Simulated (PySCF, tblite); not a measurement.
# C4H12GeO: dynamics, then NMR shifts on frames, part 2 of 2

tblite 0.8.0 and PySCF 2.14.0. Atoms count from 0.

### Step 6. Shielding tensors: 800 fs, PBE0/pcSseg-1

What the job is given:

```
{"job": {"kind": "nmr", "xc": "PBE0", "basis": "pcSseg-1", "pop": false}, "charge": 0, "multiplicity": 1}
C     -2.387600    -1.038900     1.461600
C     -1.968700    -1.156000    -0.010400
O     -0.584600    -1.031100    -0.256700
Ge     0.586700     0.052800    -0.828200
C      2.291700    -0.652900    -0.173700
C      3.498400     0.087500    -0.700700
H     -1.865000    -1.899900     1.878100
H     -3.507700    -1.122900     1.544300
H     -1.987000    -0.159600     1.980800
H     -2.566200    -0.468300    -0.629400
H     -2.282900    -2.188300    -0.271400
H      0.537700     0.094000    -2.460700
H      0.395100     1.525000    -0.387900
H      2.364700    -0.670000     0.904200
H      2.389600    -1.667900    -0.512900
H      3.297500     0.367000    -1.741100
H      3.643100     1.007800    -0.148700
H      4.428300    -0.505800    -0.622000
```

With the program's defaults for keys left out, this is: GIAO PBE0/pcSseg-1 NMR shielding, non-relativistic, gas phase.

Log:

```text
coarse grid: 62984 points
cycle   1  E = -2310.9253912176  dE = -2.752e-01  |g| = 1.125e+00  |ddm| = 3.641e+00
cycle   2  E = -2310.7164072413  dE =  2.090e-01  |g| = 1.516e+00  |ddm| = 1.703e+00
cycle   3  E = -2311.0611334546  dE = -3.447e-01  |g| = 2.621e-01  |ddm| = 1.281e+00
cycle   4  E = -2311.0726525402  dE = -1.152e-02  |g| = 7.305e-02  |ddm| = 2.144e-01
cycle   5  E = -2311.0734389019  dE = -7.864e-04  |g| = 1.097e-02  |ddm| = 5.986e-02
cycle   6  E = -2311.0734656136  dE = -2.671e-05  |g| = 3.759e-03  |ddm| = 1.302e-02
cycle   7  E = -2311.0734687992  dE = -3.186e-06  |g| = 6.291e-04  |ddm| = 3.148e-03
final grid: 133544 points
cycle   8  E = -2311.0735384397  dE = -2.013e-08  |g| = 6.910e-04  |ddm| = 1.627e-03
cycle   9  E = -2311.0735383864  dE =  5.335e-08  |g| = 8.665e-04  |ddm| = 1.332e-03
cycle  10  E = -2311.0735385496  dE = -1.632e-07  |g| = 9.839e-05  |ddm| = 7.329e-04
cycle  11  E = -2311.0735385513  dE = -1.724e-09  |g| = 2.304e-05  |ddm| = 7.552e-05
cycle  12  E = -2311.0735385514  dE = -9.004e-11  |g| = 2.639e-06  |ddm| = 1.820e-05
converged SCF energy = -2311.0735385514

GIAO shielding tensors (ppm)
atom      isotropic    diamagn.    paramagn.     s11        s22        s33       span
  0 C      161.494     251.114     -89.620    139.030    162.976    182.475     43.445
  1 C      118.752     238.049    -119.297     84.201    104.533    167.521     83.320
  2 O      319.402     405.974     -86.572    262.903    341.173    354.130     91.227
  3 Ge    1364.932    2758.249   -1393.317   1225.926   1325.490   1543.379    317.452
  4 C      176.654     251.475     -74.820    159.249    179.830    190.883     31.634
  5 C      178.312     247.047     -68.735    170.038    175.742    189.157     19.118
  6 H       29.747      30.369      -0.623     26.205     28.708     34.327      8.122
  7 H       29.747      27.119       2.629     25.947     26.721     36.573     10.626
  8 H       30.189      31.641      -1.453     26.531     29.651     34.385      7.854
  9 H       27.649      29.878      -2.228     21.767     27.656     33.525     11.758
 10 H       27.234      28.602      -1.368     21.479     27.627     32.597     11.118
 11 H       25.522      28.639      -3.117     19.590     21.921     35.055     15.466
 12 H       26.160      30.748      -4.588     19.909     22.320     36.250     16.341
 13 H       30.680      33.613      -2.934     25.039     30.244     36.757     11.718
 14 H       30.740      32.714      -1.974     24.846     30.694     36.679     11.833
 15 H       30.601      28.491       2.110     24.758     30.390     36.655     11.898
 16 H       30.845      29.397       1.447     25.987     28.916     37.631     11.644
 17 H       30.013      26.071       3.942     24.903     27.271     37.865     12.962
```

Wall time 20 s (1 thread of Arm Neoverse V2, shared host); peak memory 0.91 GiB.

This run: δ C1 68.2, C0 25.4, C4 10.3, C5 8.6, H11 6.20, H12 5.56 ppm.

### Step 7. Shielding tensors: 1000 fs, PBE0/pcSseg-1

What the job is given:

```
{"job": {"kind": "nmr", "xc": "PBE0", "basis": "pcSseg-1", "pop": false}, "charge": 0, "multiplicity": 1}
C     -2.054700    -1.420000     1.235100
C     -1.891300    -1.110800    -0.223600
O     -0.487900    -1.060700    -0.579300
Ge     0.598700     0.204900    -0.860200
C      2.282900    -0.360600    -0.057800
C      3.437700     0.506100    -0.609200
H     -1.470300    -2.376800     1.360700
H     -3.119300    -1.607200     1.408200
H     -1.721600    -0.692900     1.948100
H     -2.334400    -0.175200    -0.566100
H     -2.353400    -1.927900    -0.702500
H      0.758400     0.416400    -2.372500
H     -0.074500     1.507100    -0.428400
H      2.361500    -0.431200     1.017500
H      2.349900    -1.402500    -0.319700
H      3.176800     0.938900    -1.536900
H      3.543200     1.303600     0.121600
H      4.393500    -0.044300    -0.735200
```

Method: GIAO PBE0/pcSseg-1 NMR shielding, non-relativistic, gas phase.

Log:

```text
coarse grid: 62984 points
cycle   1  E = -2310.9203281603  dE = -1.980e-01  |g| = 1.131e+00  |ddm| = 3.652e+00
cycle   2  E = -2310.6963852952  dE =  2.239e-01  |g| = 1.546e+00  |ddm| = 1.801e+00
cycle   3  E = -2311.0582737662  dE = -3.619e-01  |g| = 2.709e-01  |ddm| = 1.377e+00
cycle   4  E = -2311.0705191442  dE = -1.225e-02  |g| = 7.328e-02  |ddm| = 2.177e-01
cycle   5  E = -2311.0712860086  dE = -7.669e-04  |g| = 1.153e-02  |ddm| = 5.918e-02
cycle   6  E = -2311.0713149332  dE = -2.892e-05  |g| = 3.850e-03  |ddm| = 1.337e-02
cycle   7  E = -2311.0713183029  dE = -3.370e-06  |g| = 6.760e-04  |ddm| = 3.210e-03
final grid: 133544 points
cycle   8  E = -2311.0713219521  dE = -1.686e-08  |g| = 7.529e-04  |ddm| = 1.797e-03
cycle   9  E = -2311.0713218912  dE =  6.084e-08  |g| = 9.307e-04  |ddm| = 1.378e-03
cycle  10  E = -2311.0713220834  dE = -1.922e-07  |g| = 8.975e-05  |ddm| = 7.583e-04
cycle  11  E = -2311.0713220849  dE = -1.492e-09  |g| = 2.358e-05  |ddm| = 7.277e-05
cycle  12  E = -2311.0713220850  dE = -9.277e-11  |g| = 3.142e-06  |ddm| = 1.928e-05
converged SCF energy = -2311.0713220850

GIAO shielding tensors (ppm)
atom      isotropic    diamagn.    paramagn.     s11        s22        s33       span
  0 C      163.592     247.611     -84.019    146.082    163.479    181.216     35.133
  1 C      118.334     242.533    -124.200     83.325     99.538    172.139     88.814
  2 O      310.288     406.367     -96.079    251.781    325.077    354.006    102.224
  3 Ge    1344.413    2758.994   -1414.581   1205.838   1290.563   1536.838    331.001
  4 C      179.269     253.377     -74.108    165.253    171.492    201.062     35.809
  5 C      180.551     247.323     -66.772    171.650    176.530    193.473     21.824
  6 H       29.226      29.183       0.042     25.855     27.959     33.864      8.009
  7 H       30.615      27.522       3.093     26.462     27.538     37.844     11.382
  8 H       30.699      32.024      -1.325     26.973     29.862     35.263      8.290
  9 H       27.936      30.950      -3.014     22.302     27.534     33.974     11.672
 10 H       28.397      30.476      -2.078     22.618     28.879     33.695     11.077
 11 H       26.646      30.638      -3.992     19.899     22.568     37.471     17.573
 12 H       26.564      31.423      -4.859     20.327     22.762     36.602     16.274
 13 H       30.696      34.037      -3.341     25.380     29.683     37.026     11.646
 14 H       31.048      33.282      -2.234     25.550     30.442     37.153     11.603
 15 H       31.695      30.142       1.553     25.646     32.240     37.198     11.552
 16 H       30.620      28.780       1.840     25.244     28.699     37.915     12.671
 17 H       30.002      26.090       3.912     24.843     27.026     38.137     13.293
```

Run time: 21 s. Hardware: 1 thread of Arm Neoverse V2, shared host; peak memory 0.85 GiB.

Key values: δ C1 68.6, C0 23.3, C4 7.7, C5 6.4, H12 5.15, H11 5.07 ppm.

### Step 8. Run by run: NMR shifts

Shifts (ppm) of some atoms, chosen among heavy atoms and hydrogens apart, with basis size and wall time:

```tsv
frame	C0	C4	C5	H15	H6	O2	Ge3	functions	time
250 fs	20.3	17.4	11.2	2.23	1.43	22.0	-9	186	27 s
425 fs	19.2	14.7	12.6	1.45	0.38	26.2	-20	186	20 s
625 fs	25.2	10.4	10.9	1.76	2.03	17.6	26	186	19 s
800 fs	25.4	10.3	8.6	1.12	1.97	16.7	-34	186	20 s
1000 fs	23.3	7.7	6.4	0.02	2.49	25.8	-13	186	21 s
```

### Step 9. Summary of results

The summary covers parts 1 to 2.

```
                                         quantity                                                                       value
                                       thermostat                                                                       200 K
                    mean temperature, second half                                                                       177 K
          mean potential energy above the minimum                                                                     0.38 eV
   13C shifts against TMS (PBE0/pcSseg-1, 250 fs)                                                  63.3, 20.3, 17.4, 11.2 ppm
    1H shifts against TMS (PBE0/pcSseg-1, 250 fs)  5.30, 5.25, 3.94, 3.71, 2.23, 2.16, 2.11, 1.96, 1.43, 1.14, 0.81, 0.80 ppm
   17O shifts against H2O (PBE0/pcSseg-1, 250 fs)                                                                    22.0 ppm
73Ge shifts against GeMe4 (PBE0/pcSseg-1, 250 fs)                                                                      -9 ppm
            surface potential, 1st and 99th percentile                                                          -1.45 V and 0.89 V
                        range of the shift of Ge3                                                               -34 to 26 ppm
```

What this shows: In the second half the potential energy averages 0.38 eV above the minimum; equipartition over 48 harmonic modes at 200 K would give 0.41 eV. With 18 atoms the temperature swings widely (84 to 260 K). Shifts at one fixed geometry are not the observed spectrum, which averages over the motion. In the first frame run (250 fs): The largest span, 312 ppm, is at Ge3, where the paramagnetic term is -1419 ppm. In ppm, Ge3 moves most: its shift spreads over 60 ppm, from -34 (800 fs) to 26 (625 fs). Spin-orbit coupling is left out, which matters for shieldings and couplings at and beside the heavy atoms.
